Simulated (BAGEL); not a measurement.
**A workflow on CH7BSi2 (SMILES CB1[SiH2][SiH2]1)**

Wanted: the energy (HF/def2-SV(P)), then a single-point energy (NEVPT2(2,2)/def2-SV(P)), then the energy (CASPT2(2,2)/def2-SV(P)) of CH7BSi2. 

The results are computed with BAGEL 1.2.2.

2 further runs of the same task are left out: 2 set aside as unsound or not needed.

## Step 1: The structure to begin with

The species is CH7BSi2 (11 atoms), meant as a singlet with charge 0. SMILES: `CB1[SiH2][SiH2]1`. The Si4–H11 distance was set to 4.150 Å, away from the relaxed value. At this shape a bond of the SMILES string is far longer than usual.

Bond lengths: C1–B2 1.566 Å, B2–Si3 1.907 Å, B2–Si4 1.907 Å, C1–H5 1.092 Å, C1–H6 1.099 Å, C1–H7 1.092 Å, Si3–H8 1.482 Å, Si3–H9 1.489 Å, Si4–H10 1.489 Å. Some angles: C1–B2–Si3 130.2°, C1–B2–Si4 130.2°, Si3–B2–Si4 83.2°, B2–C1–H5 114.1°, B2–C1–H6 106.3°, B2–C1–H7 114.1°, B2–Si3–H8 124.3°, B2–Si3–H9 125.0°, B2–Si4–H10 124.9°, H5–C1–H6 106.2°. A long bond or contact: Si3–Si4 2.531 Å.

## Step 2: A single-point energy at HF/def2-SV(P) (density fitting with svp-jkfit) (run 1)

File input.json:

```json
{ "bagel" : [

{
  "title" : "molecule",
  "basis" : "def2-sv_p_.json",
  "df_basis" : "svp-jkfit",
  "geometry" : [
    { "atom" : "C", "xyz" : [     1.17315332,     8.11156624,     0.75064079 ] },
    { "atom" : "B", "xyz" : [     0.82034145,     5.18154589,     0.53124359 ] },
    { "atom" : "Si", "xyz" : [     1.70737889,     2.55180301,     2.82915056 ] },
    { "atom" : "Si", "xyz" : [     2.06926144,     2.86493063,    -1.92955777 ] },
    { "atom" : "H", "xyz" : [     1.98479069,     8.73196333,     2.54455780 ] },
    { "atom" : "H", "xyz" : [    -0.73055678,     8.93473094,     0.65917805 ] },
    { "atom" : "H", "xyz" : [     2.24065960,     8.95154950,    -0.80365895 ] },
    { "atom" : "H", "xyz" : [     0.76629528,    -0.08001856,     2.65453986 ] },
    { "atom" : "H", "xyz" : [     3.32895288,     2.87910358,     5.10532567 ] },
    { "atom" : "H", "xyz" : [     4.01322271,     3.46983196,    -3.87181828 ] },
    { "atom" : "H", "xyz" : [    -0.53139099,    -4.48091859,    -2.80473151 ] }
  ]
},

{ "title" : "hf" },

{ "title" : "print", "file" : "orbitals.molden", "orbitals" : true }

]}
```

The basis set def2-SV(P) is read from a file made from the Basis Set Exchange's data (not shown).

On the command line:

```bash
$ BAGEL_NUM_THREADS=1 BAGEL input.json > input.out
```

Log:

```text
* using 1 threads per process

  ===============================================================
  ===============================================================

  *** Geometry ***

  { "atom" : "C", "xyz" : [      1.173153,      8.111566,      0.750641 ] },
  { "atom" : "B", "xyz" : [      0.820341,      5.181546,      0.531244 ] },
  { "atom" : "Si", "xyz" : [      1.707379,      2.551803,      2.829151 ] },
  { "atom" : "Si", "xyz" : [      2.069261,      2.864931,     -1.929558 ] },
  { "atom" : "H", "xyz" : [      1.984791,      8.731963,      2.544558 ] },
  { "atom" : "H", "xyz" : [     -0.730557,      8.934731,      0.659178 ] },
  { "atom" : "H", "xyz" : [      2.240660,      8.951550,     -0.803659 ] },
  { "atom" : "H", "xyz" : [      0.766295,     -0.080019,      2.654540 ] },
  { "atom" : "H", "xyz" : [      3.328953,      2.879104,      5.105326 ] },
  { "atom" : "H", "xyz" : [      4.013223,      3.469832,     -3.871818 ] },
  { "atom" : "H", "xyz" : [     -0.531391,     -4.480919,     -2.804732 ] },

  Number of auxiliary basis functions:      532

  Since a DF basis is specified, we compute 2- and 3-index integrals:
    o Being stored without compression. Storage requirement is 0.026 GB

  Number of basis functions:       78
  Number of electrons      :       46

    * METHOD: MOLECULE                             0.28

  *** RHF ***

  === Nuclear Repulsion ===
   176.3018052731

      * DIIS with orbital gradients will be used.

  === RHF iteration (def2-sv_p_.json) ===
      0       -643.66258308          0.01707170           0.08
      1       -643.70382667          0.01439383           0.08
      2       -643.87335727          0.00562616           0.08
      3       -643.90393753          0.00173281           0.09
      4       -643.90651843          0.00032879           0.09
      5       -643.90667910          0.00016863           0.09
[... 15 lines of this table left out ...]
     21       -643.90676936          0.00000001           0.09
     22       -643.90676936          0.00000001           0.09
    * SCF iteration converged.

    * Permanent dipole moment:
           (   -0.517787,    -1.844310,    -0.642085) a.u.

    * METHOD: HF                                   2.14

    * METHOD: PRINT                                0.02

  ===============================================================
```

Wall time 2.6 s (1 thread of Arm Neoverse V1, shared host); peak memory 0.14 GiB.

## Step 3: The energy at NEVPT2(2,2)/def2-SV(P) (density fitting with svp-jkfit) (run 2)

File job.json:

```json
{ "bagel" : [

{
  "title" : "molecule",
  "basis" : "def2-sv_p_.json",
  "df_basis" : "svp-jkfit",
  "angstrom" : false,
  "geometry" : [
    { "atom" : "C", "xyz" : [  1.17315332,  8.11156624,  0.75064079 ] },
    { "atom" : "B", "xyz" : [  0.82034145,  5.18154589,  0.53124359 ] },
    { "atom" : "Si", "xyz" : [  1.70737889,  2.55180301,  2.82915056 ] },
    { "atom" : "Si", "xyz" : [  2.06926144,  2.86493063, -1.92955777 ] },
    { "atom" : "H", "xyz" : [  1.98479069,  8.73196333,  2.54455780 ] },
    { "atom" : "H", "xyz" : [ -0.73055678,  8.93473094,  0.65917805 ] },
    { "atom" : "H", "xyz" : [  2.24065960,  8.95154950, -0.80365895 ] },
    { "atom" : "H", "xyz" : [  0.76629528, -0.08001856,  2.65453986 ] },
    { "atom" : "H", "xyz" : [  3.32895288,  2.87910358,  5.10532567 ] },
    { "atom" : "H", "xyz" : [  4.01322271,  3.46983196, -3.87181828 ] },
    { "atom" : "H", "xyz" : [ -0.53139099, -4.48091859, -2.80473151 ] }
  ]
},
{
  "title" : "hf"
},
{
  "title" : "casscf",
  "nstate" : 1,
  "nact" : 2,
  "nclosed" : 22,
  "active" : [23, 24],
  "maxiter" : 200,
  "natocc" : true
},
{
  "title" : "nevpt2",
  "nstate" : 1,
  "nact" : 2,
  "nclosed" : 22,
  "active" : [23, 24],
  "maxiter" : 200,
  "natocc" : true,
  "ncore" : 12
},
{
  "title" : "print",
  "file" : "orbitals.molden",
  "orbitals" : true
}

]}
```

The basis set def2-SV(P) is read from a file made from the Basis Set Exchange's data (not shown).

On the command line:

```bash
$ BAGEL_NUM_THREADS=1 BAGEL job.json > job.out
```

Log:

```text
* using 1 threads per process

  ===============================================================
  ===============================================================

  *** Geometry ***

  { "atom" : "C", "xyz" : [      1.173153,      8.111566,      0.750641 ] },
  { "atom" : "B", "xyz" : [      0.820341,      5.181546,      0.531244 ] },
  { "atom" : "Si", "xyz" : [      1.707379,      2.551803,      2.829151 ] },
[... 7 lines of this table left out ...]
  { "atom" : "H", "xyz" : [     -0.531391,     -4.480919,     -2.804732 ] },

  Number of auxiliary basis functions:      532

  Since a DF basis is specified, we compute 2- and 3-index integrals:
    o Being stored without compression. Storage requirement is 0.026 GB

[... 18 lines left out ...]
    * SCF iteration converged.
[... 1 line left out ...]
    * Permanent dipole moment:
[... 27 lines left out ...]
    * Second-order optimization converged. *
[... 1 line left out ...]
     guess   0:   closed 1.                   open ..

  === FCI iteration ===

      0  0      -643.88419071     9.14e-02      0.00
      1  0      -644.04102534     1.31e-02      0.00
      2  0 *    -644.04295947     1.28e-16      0.00

     * ci vector, state   0, <S^2> = 0.0000
       2.     0.7530672455
       .2    -0.6579435567

    * METHOD: CASSCF                               3.71

    * freezing 12 orbitals

  === DF-NEVPT2 calculation ===

    * 3-index integral transformation done
    * assembly done

      NEVPT2 correlation energy:   -0.3688944198      0.13

          (+0)     -0.3328455499
          (+0)'    -0.0048252019
          (+1)     -0.0088109704
          (+1)'    -0.0000000000
          (+2)     -0.0000131173
          (-1)     -0.0223867419
          (-1)'     0.0000000000
          (-2)     -0.0000128384

      NEVPT2 total energy:       -644.4118538868

    * METHOD: NEVPT2                               0.28

    * METHOD: PRINT                                0.02

  ===============================================================
```

It took 6.6 s on 1 thread of Arm Neoverse V1, shared host; peak memory 0.14 GiB.

## Step 4: A single-point energy at CASPT2(2,2)/def2-SV(P) (density fitting with svp-jkfit) (run 3)

File input.json:

```json
{ "bagel": [

{
  "title": "molecule",
  "basis": "def2-sv_p_.json",
  "df_basis": "svp-jkfit",
  "angstrom": false,
  "geometry": [
    { "atom": "C", "xyz": [     1.17315332,     8.11156624,     0.75064079 ] },
    { "atom": "B", "xyz": [     0.82034145,     5.18154589,     0.53124359 ] },
    { "atom": "Si", "xyz": [     1.70737889,     2.55180301,     2.82915056 ] },
    { "atom": "Si", "xyz": [     2.06926144,     2.86493063,    -1.92955777 ] },
    { "atom": "H", "xyz": [     1.98479069,     8.73196333,     2.54455780 ] },
    { "atom": "H", "xyz": [    -0.73055678,     8.93473094,     0.65917805 ] },
    { "atom": "H", "xyz": [     2.24065960,     8.95154950,    -0.80365895 ] },
    { "atom": "H", "xyz": [     0.76629528,    -0.08001856,     2.65453986 ] },
    { "atom": "H", "xyz": [     3.32895288,     2.87910358,     5.10532567 ] },
    { "atom": "H", "xyz": [     4.01322271,     3.46983196,    -3.87181828 ] },
    { "atom": "H", "xyz": [    -0.53139099,    -4.48091859,    -2.80473151 ] }
  ]
},

{ "title": "hf" },

{ "title": "casscf", "nstate": 1, "nact": 2, "nclosed": 22, "active": [23, 24], "maxiter": 200, "natocc": true },

{ "title": "print", "file": "orbitals.molden", "orbitals": true },

{ "title": "smith", "method": "caspt2", "ms": true, "xms": true, "sssr": true, "shift": 0.2, "shift_imag": true, "ncore": 12 }

]}
```

The basis set def2-SV(P) is read from a file made from the Basis Set Exchange's data (not shown).

On the command line:

```bash
$ BAGEL_NUM_THREADS=1 BAGEL input.json > input.out
```

Log:

```text
* using 1 threads per process

  ===============================================================
  ===============================================================

  *** Geometry ***

  { "atom" : "C", "xyz" : [      1.173153,      8.111566,      0.750641 ] },
  { "atom" : "B", "xyz" : [      0.820341,      5.181546,      0.531244 ] },
  { "atom" : "Si", "xyz" : [      1.707379,      2.551803,      2.829151 ] },
[... 7 lines of this table left out ...]
  { "atom" : "H", "xyz" : [     -0.531391,     -4.480919,     -2.804732 ] },

  Number of auxiliary basis functions:      532

  Since a DF basis is specified, we compute 2- and 3-index integrals:
    o Being stored without compression. Storage requirement is 0.026 GB

[... 18 lines left out ...]
    * SCF iteration converged.
[... 1 line left out ...]
    * Permanent dipole moment:
[... 27 lines left out ...]
    * Second-order optimization converged. *
[... 9 lines left out ...]
     * ci vector, state   0, <S^2> = 0.0000
[... 16 lines left out ...]
    * Zeroth order energy : state  0       -0.3450733646
[... 4 lines left out ...]
       #      aibj      arbs      arbi      airj      risj      airs      arst      rist         Etot      error   time
[... 2 lines left out ...]
       0  -0.32955  -0.00002  -0.02489  -0.01000  -0.00002  -0.00457  -0.00000  -0.00000   -0.3690571  0.0003774   0.05
       1  -0.32956  -0.00002  -0.02490  -0.01000  -0.00003  -0.00463  -0.00000  -0.00000   -0.3691478  0.0000475   0.05
       2  -0.32956  -0.00002  -0.02490  -0.01000  -0.00003  -0.00463  -0.00000  -0.00000   -0.3691494  0.0000048   0.05
       3  -0.32956  -0.00002  -0.02490  -0.01000  -0.00003  -0.00463  -0.00000  -0.00000   -0.3691494  0.0000007   0.05

      ------------------------------------------------------------------------------------------------------------------

    * CASPT2 energy : state  0     -644.4166206724
        w/o shift correction       -644.4121089166
        reference weight              0.8461651987

    * METHOD: SMITH                                0.41

  ===============================================================
```

Run time: 6.9 s. Hardware: 1 thread of Arm Neoverse V1, shared host; peak memory 0.14 GiB.

## Step 5: Results

| quantity | value |
| --- | --- |
| run 1, HF/def2-SV(P): total energy | -643.90677 Eh |
| run 1, HF/def2-SV(P): dipole moment | 5.14 D |
| run 1, HF/def2-SV(P): HOMO energy | -6.87 eV |
| run 1, HF/def2-SV(P): LUMO energy | -2.34 eV |
| run 1, HF/def2-SV(P): HOMO–LUMO gap | 4.52 eV |
| run 2, NEVPT2(2,2)/def2-SV(P): total energy | -644.41185 Eh |
| run 3, CASPT2(2,2)/def2-SV(P): total energy | -644.41662 Eh |

In words: One bond (run 1, HF/def2-SV(P)) is far stretched, which a spin-restricted single reference describes badly; a broken-symmetry solution may lie lower.
